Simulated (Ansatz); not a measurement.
# FH₄NSi + H₂ + NH₃: a complex and its separated parts, part 3 of 3

Ansatz 0.2.0, Gaussian basis. The steps go on from the part before.

## (19) RPA on PBE/def2-TZVPP

The inputs:

parta/in.yaml

```yaml
crystal:
  periodic: [false, false, false]
  atoms:
    - {symbol: Si, position_ang: [-1.092593, 0.406456, 1.720936]}
    - {symbol: H, position_ang: [-1.865846, -0.641520, 1.019375]}
    - {symbol: H, position_ang: [-0.826156, 0.107753, 3.145066]}
    - {symbol: N, position_ang: [0.394561, 0.592766, 0.927902]}
    - {symbol: F, position_ang: [-2.022178, 1.714430, 1.714619]}
    - {symbol: H, position_ang: [1.166725, 1.079129, 1.352063]}
    - {symbol: H, position_ang: [0.468441, 0.576200, -0.075576]}
basis:
  gaussian: {orbitals: def2-TZVPP}
hamiltonian: {xc: pbe}
correlation: {method: rpa}
```

partb/in.yaml

```yaml
crystal:
  periodic: [false, false, false]
  atoms:
    - {symbol: H, position_ang: [1.383082, -2.622290, -0.296164]}
    - {symbol: H, position_ang: [1.203494, -1.976547, 0.031751]}
basis:
  gaussian: {orbitals: def2-TZVPP}
hamiltonian: {xc: pbe}
correlation: {method: rpa}
```

partc/in.yaml

```yaml
crystal:
  periodic: [false, false, false]
  atoms:
    - {symbol: H, position_ang: [-0.098333, 1.010480, -2.639022]}
    - {symbol: N, position_ang: [0.327972, 0.257514, -2.113030]}
    - {symbol: H, position_ang: [1.217889, 0.055274, -2.551723]}
    - {symbol: H, position_ang: [-0.257157, -0.559645, -2.236197]}
basis:
  gaussian: {orbitals: def2-TZVPP}
hamiltonian: {xc: pbe}
correlation: {method: rpa}
```

Each run has its own folder and the same command.

Run with:

```bash
ansatz run in.yaml --threads 8 --pin off --events-out ev --progress --plain --max-ram 19148MiB
```

Output in parta (excerpt; [...] marks lines left out):

```text
Functional definition: PBE
  name "PBE"
  cite "Perdew, Burke & Ernzerhof, Phys. Rev. Lett. 77, 3865 (1996) doi:10.1103/PhysRevLett.77.3865"
  parent pbe
[...]
944 factors; integrals over basis functions are off by at most 9.7e-4 eV
[...]
mean field -12145.76560693 eV, -446.3486533590 hartree, gradient 3.4e-6 eV, S^2 0.000000; 0 other end points of the search recorded, 0 dependent functions left out
7 core orbitals not correlated: weight in the atoms' cores, before any rotation towards them, 1.000 or more for the frozen orbitals, at most 0.000 for the correlated occupied ones
reference -12117.12278546 eV, -445.2960490849 hartree; 10, 10 occupied and 143, 143 virtual orbitals, 944 factors
Total energy: -12143.13776947 eV, -446.2520821137 hartree
```

Log of partb (excerpt; [...] marks lines left out):

```text
[... 4 set-up lines as earlier in the session ...]
[...]
145 factors; integrals over basis functions are off by at most 7.3e-4 eV
[...]
mean field -31.73221658 eV, -1.1661374505 hartree, gradient 1.4e-6 eV, S^2 0.000000; 0 other end points of the search recorded, 0 dependent functions left out
reference -30.80640225 eV, -1.1321144013 hartree; 1, 1 occupied and 27, 27 virtual orbitals, 145 factors
Total energy: -32.86230493 eV, -1.2076674313 hartree
```

Output in partc (excerpt; [...] marks lines left out):

```text
[... 4 set-up lines as earlier in the session ...]
[...]
416 factors; integrals over basis functions are off by at most 1.3e-3 eV
[...]
mean field -1537.73150285 eV, -56.5105904180 hartree, gradient 7.3e-6 eV, S^2 0.000000; 0 other end points of the search recorded, 0 dependent functions left out
1 core orbitals not correlated: weight in the atoms' cores, before any rotation towards them, 1.000 or more for the frozen orbitals, at most 0.000 for the correlated occupied ones
reference -1529.64067685 eV, -56.2132580467 hartree; 4, 4 occupied and 68, 68 virtual orbitals, 416 factors
Total energy: -1540.11748325 eV, -56.5982735803 hartree
```

They took 0.8 s (parta), 0.1 s (partb), 0.2 s (partc) on 8 threads of Arm Neoverse V2, shared host.

## (20) CCSD(T)/def2-TZVPP

Each input of step 19 (parta, partb, partc) changes in the same lines:

```diff
-hamiltonian: {xc: pbe}
-correlation: {method: rpa}
+correlation: {method: ccsd_t}
```

Each run has its own folder and the same command.

Run with:

```bash
ansatz run in.yaml --threads 8 --pin off --events-out ev --progress --plain --max-ram 19148MiB
```

parta printed (excerpt; [...] marks lines left out):

```text
Functional definition: HF
  name "HF"
  cite "Fock, Z. Phys. 61, 126 (1930) doi:10.1007/BF01340294"
[... 1 set-up line as earlier in the session ...]
[...]
944 factors; integrals over basis functions are off by at most 9.7e-4 eV
[...]
mean field -12118.19332236 eV, -445.3353905902 hartree, gradient 1.6e-6 eV, S^2 0.000000; 0 other end points of the search recorded, 0 dependent functions left out
7 core orbitals not correlated: weight in the atoms' cores, before any rotation towards them, 1.000 or more for the frozen orbitals, at most 0.000 for the correlated occupied ones
reference -12118.19332236 eV, -445.3353905902 hartree; 10, 10 occupied and 143, 143 virtual orbitals, 944 factors
second order -16.11456968 eV of doubles, -0.00000000 eV of singles
cycle   1  -16.32669035 eV  change   -2.1e-1 eV  update   7.9e-2
[...]
cycle   9  -16.74773065 eV  change   -7.3e-6 eV  update   1.3e-5
perturbative correction -0.51590594 eV, -0.0189591937 hartree
Total energy: -12135.45695895 eV, -445.9698175332 hartree
```

Output in partb (excerpt; [...] marks lines left out):

```text
[... 4 set-up lines as earlier in the session ...]
[...]
145 factors; integrals over basis functions are off by at most 7.3e-4 eV
[...]
mean field -30.82770611 eV, -1.1328973039 hartree, gradient 4.3e-7 eV, S^2 0.000000; 0 other end points of the search recorded, 0 dependent functions left out
reference -30.82770611 eV, -1.1328973039 hartree; 1, 1 occupied and 27, 27 virtual orbitals, 145 factors
second order -0.86257459 eV of doubles, -0.00000000 eV of singles
cycle   1  -1.00722970 eV  change   -1.4e-1 eV  update   2.6e-2
[...]
cycle   7  -1.07307805 eV  change    7.4e-7 eV  update   4.2e-7
perturbative correction -0.00000000 eV, -0.0000000000 hartree
Total energy: -31.90078417 eV, -1.1723321950 hartree
```

partc printed (excerpt; [...] marks lines left out):

```text
[... 4 set-up lines as earlier in the session ...]
[...]
416 factors; integrals over basis functions are off by at most 1.3e-3 eV
[...]
mean field -1529.85250376 eV, -56.2210425419 hartree, gradient 4.0e-6 eV, S^2 0.000000; 0 other end points of the search recorded, 0 dependent functions left out
1 core orbitals not correlated: weight in the atoms' cores, before any rotation towards them, 1.000 or more for the frozen orbitals, at most 0.000 for the correlated occupied ones
reference -1529.85250376 eV, -56.2210425419 hartree; 4, 4 occupied and 68, 68 virtual orbitals, 416 factors
second order -6.38825443 eV of doubles, -0.00000000 eV of singles
cycle   1  -6.57730970 eV  change   -1.9e-1 eV  update   3.9e-2
[...]
cycle   9  -6.72919999 eV  change    3.2e-6 eV  update   2.3e-6
perturbative correction -0.20701464 eV, -0.0076076478 hartree
Total energy: -1536.78871839 eV, -56.4759437279 hartree
```

Wall times: 4.7 s (parta), 0.1 s (partb), 0.2 s (partc) on 8 threads of Arm Neoverse V2, shared host; peak memory 1.2 GiB.

## (21) Vibrations of FH₄NSi

Contents of vib-parta/in.yaml:

```yaml
crystal:
  periodic: [false, false, false]
  atoms:
    - {symbol: Si, position_ang: [-1.092593, 0.406456, 1.720936]}
    - {symbol: H, position_ang: [-1.865846, -0.641520, 1.019375]}
    - {symbol: H, position_ang: [-0.826156, 0.107753, 3.145066]}
    - {symbol: N, position_ang: [0.394561, 0.592766, 0.927902]}
    - {symbol: F, position_ang: [-2.022178, 1.714430, 1.714619]}
    - {symbol: H, position_ang: [1.166725, 1.079129, 1.352063]}
    - {symbol: H, position_ang: [0.468441, 0.576200, -0.075576]}
basis:
  gaussian: {orbitals: def2-TZVP}
hamiltonian: {xc: pbe0, dispersion: d4}
phonons: {temperatures: {t_min: 298.15, t_max: 900, t_step: 200}}
```

Run with:

```bash
ansatz run in.yaml --threads 8 --pin off --events-out ev --progress --plain --max-ram 19148MiB
```

Standard output (excerpt; [...] marks lines left out):

```text
[... 5 set-up lines as earlier in the session ...]
[...]
755 factors; their error is unknown
[...]
mean field -12146.67367736 eV, -446.3820243319 hartree, gradient 3.4e-5 eV, S^2 0.000000; 0 other end points of the search recorded, 0 dependent functions left out
[...]
Atom 4 at    -2.022178     1.714430     1.714619 Å, force     0.000846    -0.001574    -0.000030 eV/Å
Atom 5 at     1.166725     1.079129     1.352063 Å, force    -0.000404    -0.000021    -0.000603 eV/Å
Atom 6 at     0.468441     0.576200    -0.075576 Å, force     0.000229     0.000302     0.000612 eV/Å
Dipole moment:     0.375951    -0.071703    -0.158610 e Å
Vibrations: 266.64 294.56 380.85 561.08 800.77 828.52 898.91 904.12 941.27 962.90 1585.04 2260.34 2265.46 3616.33 3710.65 cm⁻¹, zero-point energy 1.257041 eV
```

Wall time 12 s (8 threads of Arm Neoverse V2, shared host).

Wavenumbers and character of the modes:

| mode | wavenumber (cm⁻¹) | character |
| --- | --- | --- |
| 1 | 267 | torsion |
| 2 | 295 | bend |
| 3 | 381 | torsion |
| 4 | 561 | bend |
| 5 | 801 | bend with torsion |
| 6 | 829 | Si–F and Si–N stretch |
| 7 | 899 | bend with Si–N stretch |
| 8 | 904 | bend |
| 9 | 941 | torsion with bend |
| 10 | 963 | bend with Si–N stretch |
| 11 | 1585 | bend |
| 12 | 2260 | Si–H stretch |
| 13 | 2265 | Si–H stretch |
| 14 | 3616 | N–H stretch |
| 15 | 3711 | N–H stretch |

Vibrational sums (real modes only):

| T (K) | entropy (J/mol/K) | heat capacity (J/mol/K) |
| --- | --- | --- |
| 298 | 23.1 | 38.6 |
| 498 | 49.1 | 62.5 |
| 698 | 72.7 | 77.1 |
| 898 | 93.4 | 87.2 |

## (22) Vibrations of H₂

Contents of vib-partb/in.yaml:

```yaml
crystal:
  periodic: [false, false, false]
  atoms:
    - {symbol: H, position_ang: [1.383082, -2.622290, -0.296164]}
    - {symbol: H, position_ang: [1.203494, -1.976547, 0.031751]}
basis:
  gaussian: {orbitals: def2-TZVP}
hamiltonian: {xc: pbe0, dispersion: d4}
phonons: {temperatures: {t_min: 298.15, t_max: 900, t_step: 200}}
```

Run with:

```bash
ansatz run in.yaml --threads 8 --pin off --events-out ev --progress --plain --max-ram 19148MiB
```

Standard output (excerpt; [...] marks lines left out):

```text
[... 5 set-up lines as earlier in the session ...]
[...]
88 factors; their error is unknown
[...]
mean field -31.78865270 eV, -1.1682114395 hartree, gradient 1.7e-5 eV, S^2 0.000000; 0 other end points of the search recorded, 0 dependent functions left out
[...]
reference -31.78855101 eV, -1.1682077026 hartree; 1, 1 occupied and 11, 11 virtual orbitals, 88 factors
Total energy: -31.79027512 eV, -1.1682710623 hartree
Atom 0 at     1.383082    -2.622290    -0.296164 Å, force    -0.000431     0.001550     0.000787 eV/Å
Atom 1 at     1.203494    -1.976547     0.031751 Å, force     0.000431    -0.001550    -0.000787 eV/Å
Dipole moment:    -0.000000     0.000000     0.000000 e Å
Vibrations: 4414.38 cm⁻¹, zero-point energy 0.273656 eV
```

Wall time 0.15 s (8 threads of Arm Neoverse V2, shared host).

Wavenumbers and character of the modes:

| mode | wavenumber (cm⁻¹) | character |
| --- | --- | --- |
| 1 | 4414 | H–H stretch |

Vibrational sums (real modes only):

| T (K) | entropy (J/mol/K) | heat capacity (J/mol/K) |
| --- | --- | --- |
| 298 | 0.0 | 0.0 |
| 498 | 0.0 | 0.0 |
| 698 | 0.0 | 0.1 |
| 898 | 0.1 | 0.4 |

## (23) Vibrations of NH₃

Contents of vib-partc/in.yaml:

```yaml
crystal:
  periodic: [false, false, false]
  atoms:
    - {symbol: H, position_ang: [-0.098333, 1.010480, -2.639022]}
    - {symbol: N, position_ang: [0.327972, 0.257514, -2.113030]}
    - {symbol: H, position_ang: [1.217889, 0.055274, -2.551723]}
    - {symbol: H, position_ang: [-0.257157, -0.559645, -2.236197]}
basis:
  gaussian: {orbitals: def2-TZVP}
hamiltonian: {xc: pbe0, dispersion: d4}
phonons: {temperatures: {t_min: 298.15, t_max: 900, t_step: 200}}
```

Run with:

```bash
ansatz run in.yaml --threads 8 --pin off --events-out ev --progress --plain --max-ram 19148MiB
```

Standard output (excerpt; [...] marks lines left out):

```text
[... 5 set-up lines as earlier in the session ...]
[...]
287 factors; their error is unknown
[...]
mean field -1537.79931101 eV, -56.5130823216 hartree, gradient 1.7e-5 eV, S^2 0.000000; 0 other end points of the search recorded, 0 dependent functions left out
[...]
Atom 1 at     0.327972     0.257514    -2.113030 Å, force    -0.000462     0.003285     0.000419 eV/Å
Atom 2 at     1.217889     0.055274    -2.551723 Å, force    -0.001630    -0.001714    -0.000033 eV/Å
Atom 3 at    -0.257157    -0.559645    -2.236197 Å, force     0.001779     0.000207    -0.001239 eV/Å
Dipole moment:    -0.038009    -0.083404    -0.340322 e Å
Vibrations: 1030.35 1669.41 1669.67 3502.10 3631.13 3631.50 cm⁻¹, zero-point energy 0.938198 eV
```

It took 1.4 s on 8 threads of Arm Neoverse V2, shared host.

Wavenumbers and character of the modes:

| mode | wavenumber (cm⁻¹) | character |
| --- | --- | --- |
| 1 | 1030 | bend |
| 2 | 1669 | bend |
| 3 | 1670 | bend |
| 4 | 3502 | N–H stretch |
| 5 | 3631 | N–H stretch |
| 6 | 3632 | N–H stretch |

Vibrational sums (real modes only):

| T (K) | entropy (J/mol/K) | heat capacity (J/mol/K) |
| --- | --- | --- |
| 298 | 0.4 | 1.8 |
| 498 | 2.6 | 7.4 |
| 698 | 6.0 | 13.4 |
| 898 | 10.1 | 18.8 |

## (24) Complex less separated parts

The complex's own energies come from single points at the same levels.

Rows are in def2-TZVPP; times add the 4 runs of a level on a shared host, so small differences are noise.

Differences are taken before rounding.

| method | rung | complex less parts (kJ/mol) | from CCSD(T) (kJ/mol) | time |
| --- | --- | --- | --- | --- |
| SPW92 | LDA | -46.5 | -20.3 | 1.1 s |
| PBE-D4 | GGA | -34.4 | -8.2 | 1.4 s |
| BLYP-D4 | GGA | -29.9 | -3.7 | 1.6 s |
| r2SCAN-D4 | meta-GGA | -28.2 | -2.0 | 3.1 s |
| B97M-V | meta-GGA | -28.6 | -2.3 | 5.5 s |
| PBE0-D4 | hybrid | -31.5 | -5.3 | 2 s |
| B3LYP-D4 | hybrid | -29.6 | -3.3 | 1.9 s |
| r2SCAN0-D4 | hybrid | -28.1 | -1.8 | 3.5 s |
| BHLYP-D4 | hybrid | -28.4 | -2.2 | 1.8 s |
| CAM-B3LYP-D4 | range-separated hybrid | -30.4 | -4.1 | 2.1 s |
| wB97X-V | range-separated hybrid | -27.8 | -1.5 | 4.5 s |
| wB97M-V | range-separated hybrid | -28.0 | -1.8 | 5.1 s |
| B2PLYP | double hybrid | -23.3 | +2.9 | 3.3 s |
| PBE-QIDH | double hybrid | -25.9 | +0.3 | 3.3 s |
| RPA on PBE | RPA | -22.7 | +3.5 | 3.4 s |
| Hartree-Fock | wavefunction | -10.7 | +15.5 |  |
| MP2 | wavefunction | -26.7 | -0.5 |  |
| CCSD | wavefunction | -23.6 | +2.6 |  |
| CCSD(T) | wavefunction | -26.2 | 0 | 82 s |

Among the levels timed on like hardware and quicker than the yardstick, those that no quicker one beats, quickest first: SPW92 (1.1 s, -20.3 kJ/mol); PBE-D4 (1.4 s, -8.2 kJ/mol); BLYP-D4 (1.6 s, -3.7 kJ/mol); BHLYP-D4 (1.8 s, -2.2 kJ/mol); r2SCAN-D4 (3.1 s, -2.0 kJ/mol); PBE-QIDH (3.3 s, +0.3 kJ/mol).

PBE-QIDH reaches 0.3 kJ/mol from the reference in 3.3 s, where CCSD(T) took 82 s; the quickest level in the cost chart, SPW92, takes 1.1 s and misses by 20.3 kJ/mol.

The complex's zero-point energy, from a separate PBE0-D4 run, is 2.586 eV.

## (25) What came out

What follows sums up all 3 parts.

| quantity | value |
| --- | --- |
| complex less parts, CCSD(T)/def2-TZVPP | -26.2 kJ/mol |
| with zero-point energy | -14.9 kJ/mol |
| largest T1 diagnostic | 0.011 |

In words: At CCSD(T) the complex lies 26.2 kJ/mol below its parts. The functionals run from PBE-QIDH, off by +0.3 kJ/mol, to SPW92, off by -20.3 kJ/mol, against CCSD(T). Mean unsigned error by rung: LDA 20.3, GGA 5.9, meta-GGA 2.2, hybrid 3.2, range-separated hybrid 2.5, double hybrid 1.6 kJ/mol. PBE-D4 gives a relative energy 8.2 kJ/mol too low, outside chemical accuracy (1 kcal/mol, 4.2 kJ/mol). No counterpoise was applied, and triple zeta lacks some correlation, so the CCSD(T) reference has a basis error of its own, and close matches with it are partly luck.
